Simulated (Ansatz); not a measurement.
# VBiO4 (Clinobisvanite): the cost of one run

Method: DFT PBEsol, scalar-relativistic, plane waves, PAW, in Ansatz 0.2.0.

That is the level of the relaxation; later steps name their own.

## 1. Starting point

Symmetry: C2/c, No. 15, monoclinic system. The conventional cell has a = 7.247 Å, b = 11.697 Å, c = 5.090 Å, α = 90.00°, β = 134.22°, γ = 90.00°. V (site symmetry 2) is surrounded by 4 O at 1.69 to 1.77 Å. Bi (site symmetry 2) is surrounded by 8 O at 2.35 to 2.63 Å. Around O (site symmetry 1) lie 1 V at 1.77 Å and 2 Bi at 2.35 to 2.37 Å. O (site symmetry 1) has 1 V at 1.69 Å as nearest neighbours.

As a file:

```
CELL_PARAMETERS angstrom
3.62358 -5.84860 0.00000
3.62358 5.84860 0.00000
-3.55001 0.00000 3.64739
ATOMIC_POSITIONS crystal
V 0.87000 0.13000 0.75000
V 0.13000 0.87000 0.25000
Bi 0.36650 0.63350 0.75000
Bi 0.63350 0.36650 0.25000
O 0.93830 0.35470 0.63880
O 0.64530 0.06170 0.86120
O 0.06170 0.64530 0.36120
O 0.35470 0.93830 0.13880
O 0.81130 0.70990 0.87960
O 0.29010 0.18870 0.62040
O 0.18870 0.29010 0.12040
O 0.70990 0.81130 0.37960
```

The structure comes from the Crystallography Open Database.

(A quick probe on a coarse mesh, which set the mesh and smearing, is not shown.)

## 3. Full relaxation

Input file input.yaml:

```yaml
crystal:
  lattice:
    - [3.6235830947, -5.8486, 0.0]
    - [3.6235830947, 5.8486, 0.0]
    - [-3.5500110127, 0.0, 3.6473943918]
  atoms:
    - { symbol: V, position: [0.87, 0.13, 0.75] }
    - { symbol: V, position: [0.13, 0.87, 0.25] }
    - { symbol: Bi, position: [0.3665, 0.6335, 0.75] }
    - { symbol: Bi, position: [0.6335, 0.3665, 0.25] }
    - { symbol: O, position: [0.9383, 0.3547, 0.6388] }
    - { symbol: O, position: [0.6453, 0.0617, 0.8612] }
    - { symbol: O, position: [0.0617, 0.6453, 0.3612] }
    - { symbol: O, position: [0.3547, 0.9383, 0.1388] }
    - { symbol: O, position: [0.8113, 0.7099, 0.8796] }
    - { symbol: O, position: [0.2901, 0.1887, 0.6204] }
    - { symbol: O, position: [0.1887, 0.2901, 0.1204] }
    - { symbol: O, position: [0.7099, 0.8113, 0.3796] }
basis:
  ecutwfc: 420
kpoints:
  mp_grid: { grid: [6, 6, 8] }
hamiltonian:
  xc: pbesol
scf:
  occupations: { method: gaussian, width: 0.02 }
output:
  forces: true
  stress: true
  eigenvalues: true
relax:
  adjacent_minimum: "off"
  f_tol: 0.005
  max_steps: 80
  cell: { stress_tol: 0.05 }
```

The run is started by

```bash
$ ansatz run input.yaml --threads 4 --pin off --max-ram 10240MiB --backend cpu --events-out ev --progress --plain --runs-dir out
```

Q: Estimate wall time and peak memory on 4 threads of Intel Xeon Platinum 8488C (Sapphire Rapids), shared host.

About 1.7 min, with a peak of 1.1 GiB.
